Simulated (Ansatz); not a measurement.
**C3HGeN3: up Jacob's ladder to CCSD(T)**

One table from this session's results is given with a row withheld; the runs are named, their logs left out.

Method: functionals in def2-TZVPP, the program's frozen cores in correlated methods; program: Ansatz 0.2.0, Gaussian basis.

Levels to be run: LDA (SPW92), PBE-D4, revPBE-D4, BLYP-D4, r2SCAN-D4, B97M-V, PBE0-D4, B3LYP-D4, r2SCANh-D4, r2SCAN0-D4, HSE06-D4, BHLYP-D4, CAM-B3LYP-D4, LC-ωPBE, ωB97X-V, ωB97M-V, B2PLYP, PBE-QIDH; CCSD(T)/def2-SVP; CCSD(T)/def2-TZVPP; MP2/def2-QZVPP; extrapolation to the limit; RPA on PBE.

**The geometry**

An earlier PBE0-D4 in a triple-zeta def2 set relaxation fixed the geometry.

SMILES `N#[C][GeH]([C]#N)[C]#N`, 8 atoms, charge 0, spin multiplicity 1.

Atoms are counted from 1 here; the program's logs count them from 0.

Bond lengths: N1–C2 1.150 Å, C2–Ge3 1.905 Å, Ge3–C4 1.905 Å, Ge3–C6 1.905 Å, Ge3–H8 1.519 Å, C4–N5 1.150 Å, C6–N7 1.150 Å. Angles: N1–C2–Ge3 178.4°, C2–Ge3–C4 107.6°, C2–Ge3–C6 107.6°, C2–Ge3–H8 111.3°, C4–Ge3–C6 107.6°, C4–Ge3–H8 111.3°, C6–Ge3–H8 111.3°, Ge3–C4–N5 178.4°, Ge3–C6–N7 178.4°.

Set-up of the first run:

File in.yaml:

```yaml
crystal:
  periodic: [false, false, false]
  atoms:
    - {symbol: N, position_ang: [1.864461, -0.851544, 2.087727]}
    - {symbol: C, position_ang: [1.175065, -0.649544, 1.189437]}
    - {symbol: Ge, position_ang: [0.049540, -0.361409, -0.319901]}
    - {symbol: C, position_ang: [0.544614, 1.304907, -1.098508]}
    - {symbol: N, position_ang: [0.848646, 2.296119, -1.596563]}
    - {symbol: C, position_ang: [-1.736724, -0.189607, 0.318616]}
    - {symbol: N, position_ang: [-2.823866, -0.110043, 0.685745]}
    - {symbol: H, position_ang: [0.170462, -1.495979, -1.322252]}
basis:
  gaussian: {orbitals: def2-TZVPP}
hamiltonian: {xc: lda}
output: {orbitals: {seedname: orbitals}}
```

Run with:

```
$ ansatz run in.yaml --threads 4 --pin off --events-out ev --progress --plain --max-ram 10444MiB
```

Steps of the session up to this table: LDA; PBE-D4 (GGA); revPBE-D4 (GGA); BLYP-D4 (GGA); r2SCAN-D4 (meta-GGA); B97M-V (meta-GGA); PBE0-D4 (hybrid); B3LYP-D4 (hybrid); r2SCANh-D4 (hybrid); r2SCAN0-D4 (hybrid); HSE06-D4 (hybrid); BHLYP-D4 (hybrid); CAM-B3LYP-D4 (range-separated); LC-ωPBE (range-separated); ωB97X-V (range-separated); ωB97M-V (range-separated); B2PLYP (double hybrid); PBE-QIDH (double hybrid).

One of the session's tables, all rows but one given; the rest of the session is left out.

It belongs to the step «Frontier levels by functional». 

| functional | HOMO (eV) | LUMO (eV) | gap (eV) |
| --- | --- | --- | --- |
| LDA (SPW92) | -9.49 | -3.24 | 6.25 |
| PBE-D4 | -9.33 | -2.98 | 6.35 |
| revPBE-D4 | -9.26 | -2.88 | 6.38 |
| BLYP-D4 | -9.22 | -2.85 | 6.37 |
| r2SCAN-D4 | -9.73 | -2.85 | 6.88 |
| B97M-V | -9.74 | -2.77 | 6.97 |
| PBE0-D4 | -10.84 | -2.06 | 8.78 |
| B3LYP-D4 | -10.58 | -2.29 | 8.30 |
| r2SCANh-D4 | -10.28 | -2.50 | 7.78 |
| r2SCAN0-D4 | -11.06 | -1.99 | 9.07 |
| HSE06-D4 | -10.43 | -2.44 | 7.99 |
| BHLYP-D4 | -12.09 | -1.05 | 11.04 |
| CAM-B3LYP-D4 | -12.27 | -0.94 | 11.33 |
| LC-ωPBE | -13.72 | 0.23 | 13.96 |
| ωB97X-V | -13.28 | 0.14 | 13.42 |
| ωB97M-V | ? | ? | ? |

Estimate the missing values for ωB97M-V.

**Answer.** HOMO (eV): -13.14; LUMO (eV): 0.04; gap (eV): 13.18. In the column «HOMO (eV)» it lies between ωB97X-V (-13.28) and CAM-B3LYP-D4 (-12.27).
